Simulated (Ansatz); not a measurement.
# AlInAsP3: the cost of one run

Program: Ansatz 0.2.0. Level of theory: DFT PBE, scalar-relativistic, plane waves, PAW. These are calculated values, not measurements.

## (1) Starting point

Symmetry: P-6m2, No. 187, hexagonal system. Conventional cell: a = 5.848 Å, b = 5.848 Å, c = 4.300 Å, α = 90.00°, β = 90.00°, γ = 120.00°. Al (site symmetry -6m2) is surrounded by 3 As at 3.38 Å and 3 In at 3.38 Å and 12 P at 3.63 Å. In (site symmetry -6m2) has 6 P at 2.74 Å in its first shell of neighbours. Around P (site symmetry mm2) lie 2 As at 2.73 Å and 2 In at 2.74 Å and 4 P at 2.91 to 2.94 Å and 4 Al at 3.63 Å. Around As (site symmetry -6m2) lie 6 P at 2.73 Å and 3 Al at 3.38 Å and 3 In at 3.38 Å.

Coordinates:

```cif
data_structure
_symmetry_space_group_name_H-M 'P-6m2'
_symmetry_Int_Tables_number 187
_cell_length_a 5.8482
_cell_length_b 5.8482
_cell_length_c 4.2999
_cell_angle_alpha 90.000
_cell_angle_beta 90.000
_cell_angle_gamma 120.000
_cell_volume 127.36
loop_
_atom_site_label
_atom_site_type_symbol
_atom_site_symmetry_multiplicity
_atom_site_Wyckoff_symbol
_atom_site_fract_x
_atom_site_fract_y
_atom_site_fract_z
_atom_site_occupancy
Al1 Al 1 e 0.66667 0.33333 0.00000 1
In1 In 1 a 0.00000 0.00000 0.00000 1
P1 P 3 k 0.66505 0.83253 0.50000 1
As1 As 1 c 0.33333 0.66667 0.00000 1
```

The cell is invented: species swapped into a database cell of LaAlCuNi3 (P-6m2, No. 187), with Al on the La sites, In on the Al sites, As on the Cu sites and P on the Ni sites. Lengths come from tabulated atomic sizes and are only a guess.

## (2) The guess as it stands, on a coarse mesh

The input, input.yaml:

```yaml
crystal:
  lattice:
    - [5.84824332, 0.0, 0.0]
    - [-2.92412166, 5.06472728, 0.0]
    - [0.0, 0.0, 4.29989601]
  atoms:
    - { symbol: Al, position: [0.66666667, 0.33333333, 0.0] }
    - { symbol: In, position: [0.0, 0.0, 0.0] }
    - { symbol: P, position: [0.66505067, 0.83252533, 0.5] }
    - { symbol: P, position: [0.16747467, 0.83252533, 0.5] }
    - { symbol: P, position: [0.16747467, 0.33494933, 0.5] }
    - { symbol: As, position: [0.33333333, 0.66666667, 0.0] }
basis:
  ecutwfc: 420
kpoints:
  mp_grid: { grid: [3, 3, 4] }
hamiltonian:
  xc: pbe
scf:
  occupations: { method: gaussian, width: 0.1 }
  lower_state_search: "off"
output:
  forces: true
  stress: true
  eigenvalues: true
```

Started as:

```sh
> ansatz run input.yaml --threads 1 --pin off --max-ram 2560MiB --backend cpu --events-out ev --progress --plain --runs-dir out
```

Q: Estimate wall time and peak memory on 1 thread of Intel Xeon at 2.50GHz (Skylake/Cascade Lake), shared host.

About 8 s, with a peak of 0.38 GiB.
